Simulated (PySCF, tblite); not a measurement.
**C7H11GeN: geometry, infrared bands and NMR shifts**

Wanted: the infrared bands and NMR shifts of C7H11GeN (`CC(C)[C@@H](C#N)C#[C][GeH3]`), by calculation.

Programs: tblite 0.8.0 and PySCF 2.14.0, with density-fitted response routines of our own. Each step states its level of theory. These are calculated values for one molecule in the gas phase, unless marked as measured. Atoms are numbered from 0 throughout.

## 1. Starting geometry

20 atoms, charge 0, multiplicity 1; geometry from: force field or distance geometry start.

Bonds of the start (Å): C0–C1 1.53, C1–C2 1.53, C1–C3 1.55, C3–C4 1.47, C4–N5 1.16, C3–C6 1.47, C6–C7 1.21, C7–Ge8 1.89, C0–H9 1.10, C0–H10 1.12, C0–H11 1.10, C1–H12 1.12, C2–H13 1.12, C2–H14 1.11, C2–H15 1.12, C3–H16 1.12, Ge8–H17 1.55, Ge8–H18 1.56, Ge8–H19 1.55.

## 2. Relaxing the molecule with GFN2-xTB

Job settings and geometry (Å):

```
{"job": {"kind": "relax", "xc": "GFN2-xTB", "basis": "xTB"}, "charge": 0, "multiplicity": 1}
C     -1.264000    -0.310200    -1.555300
C     -1.541800    -0.483000    -0.058000
C     -1.963500     0.842700     0.580200
C     -0.329800    -1.089000     0.704400
C     -0.055000    -2.470400     0.270600
N      0.157200    -3.549900    -0.093400
C      0.892700    -0.285400     0.562900
C      1.895800     0.381800     0.449700
Ge     3.458800     1.421800     0.252600
H     -0.999500    -1.276800    -2.016800
H     -2.193600     0.060300    -2.061100
H     -0.459600     0.421300    -1.729400
H     -2.400600    -1.187400     0.068200
H     -2.887300     1.220000     0.074300
H     -1.178100     1.621100     0.474500
H     -2.203000     0.710400     1.667700
H     -0.573900    -1.146300     1.798400
H      3.273800     2.393700    -0.940700
H      3.695100     2.237800     1.556800
H      4.671200     0.498200    -0.008600
```

Started as:

```sh
OMP_NUM_THREADS=1 python probes_run.py task.json out
```

This one command runs all jobs of the session in turn.

**Question.** This job is followed by: GFN2-xTB harmonic vibrations, gas phase; GIAO PBE0/pcSseg-1 NMR shielding, non-relativistic, gas phase. Predict these results of the whole session: strongest single infrared mode (GFN2-xTB); zero-point energy (GFN2-xTB); 13C shifts against TMS (PBE0/pcSseg-1); 1H shifts against TMS (PBE0/pcSseg-1, means over atoms taken as alike); 15N shifts against NH3 (PBE0/pcSseg-1); 73Ge shifts against GeMe4 (PBE0/pcSseg-1); surface potential, 1st and 99th percentile.

**Answer**, as computed:

| quantity | value |
| --- | --- |
| strongest single infrared mode (GFN2-xTB) | 772 cm⁻¹, 457 km/mol |
| zero-point energy (GFN2-xTB) | 94.7 kcal/mol |
| 13C shifts against TMS (PBE0/pcSseg-1) | 122.2, 108.2, 87.9, 35.9, 30.5, 22.3, 19.7 ppm |
| 1H shifts against TMS (PBE0/pcSseg-1, means over atoms taken as alike) | 3.96, 3.35, 1.94, 1.33, 1.15 ppm |
| 15N shifts against NH3 (PBE0/pcSseg-1) | 300.6 ppm |
| 73Ge shifts against GeMe4 (PBE0/pcSseg-1) | -283 ppm |
| surface potential, 1st and 99th percentile | -1.75 V and 1.36 V |

Relaxing lowered the energy by 0.207 eV in 51 steps; the close pair that moved most is Ge8–H18, from 1.556 to 1.491 Å. All 54 modes are real, so the xTB geometry is a minimum. The strongest single mode, at 772 cm⁻¹, has its largest shares on H19, H18 and H17 (the list is cut at 3 atoms). Unscaled tight-binding wavenumbers are off by several per cent, some by more. Its intensities can rank the bands wrongly. The most deshielded carbon is C4 (nitrile carbon), at 122.2 ppm: this is the usual window of a C≡N carbon, which has no attached hydrogen. At PBE0/pcSseg-1: Shielding is most anisotropic at N5 (span 491 ppm, paramagnetic term -374 ppm). Spin-orbit coupling is left out, which matters for shieldings and couplings at and beside the heavy atoms.
